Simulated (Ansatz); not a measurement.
The input (input.yaml):

```yaml
accuracy: low
crystal:
  lattice:
    - [3.3475, -7.3202, 0.0]
    - [3.3475, 7.3202, 0.0]
    - [0.0, 0.0, 7.1709]
  atoms:
    - { symbol: Cs, position: [0.45179272, 0.55678316, 0.241217] }
    - { symbol: Cs, position: [0.5586873, 0.43827779, 0.738853] }
    - { symbol: Cs, position: [0.78245121, 0.29727557, 0.2717887] }
    - { symbol: Cs, position: [0.20291519, 0.74150786, 0.76266777] }
    - { symbol: Te, position: [0.10204512, 0.87711337, 0.24858182] }
    - { symbol: Te, position: [0.90494592, 0.10864937, 0.74852584] }
    - { symbol: O, position: [0.23997319, 0.77253737, 0.27114776] }
    - { symbol: O, position: [0.70656289, 0.14830517, 0.70695706] }
    - { symbol: F, position: [0.36183461, 0.11751595, 0.03640562] }
    - { symbol: F, position: [0.68532662, 0.80054627, 0.62107987] }
    - { symbol: F, position: [0.09536228, 0.34553004, 0.9366419] }
    - { symbol: F, position: [0.9362078, 0.76568092, 0.50212584] }
    - { symbol: F, position: [0.72575928, 0.92346396, 0.96866031] }
    - { symbol: F, position: [0.36993828, 0.16079757, 0.48739103] }
    - { symbol: F, position: [0.13592384, 0.34701944, 0.55237078] }
basis:
  ecutwfc: 420.0
kpoints:
  mp_grid: { grid: [2, 2, 1] }
hamiltonian:
  xc: pbesol
scf:
  occupations: { method: fermi_dirac, width: 0.05 }
  lower_state_search: "off"
md:
  timestep: 1
  n_steps: 70
  ensemble: nve
  temperature: 1950.0
  initial_velocities: maxwell_boltzmann
  seed: 638889
```

Run as:

```bash
$ ansatz run input.yaml --threads 1 --pin off --max-ram 3072MiB --backend cpu --events-out ev --progress --plain --runs-dir out
```

Hardware: 1 thread of Arm Neoverse N1, on a shared host.

Problem. Roughly how long does this run take, and how much memory?

Solution. 14 min, with a peak of 0.72 GiB, for 71 ionic steps.
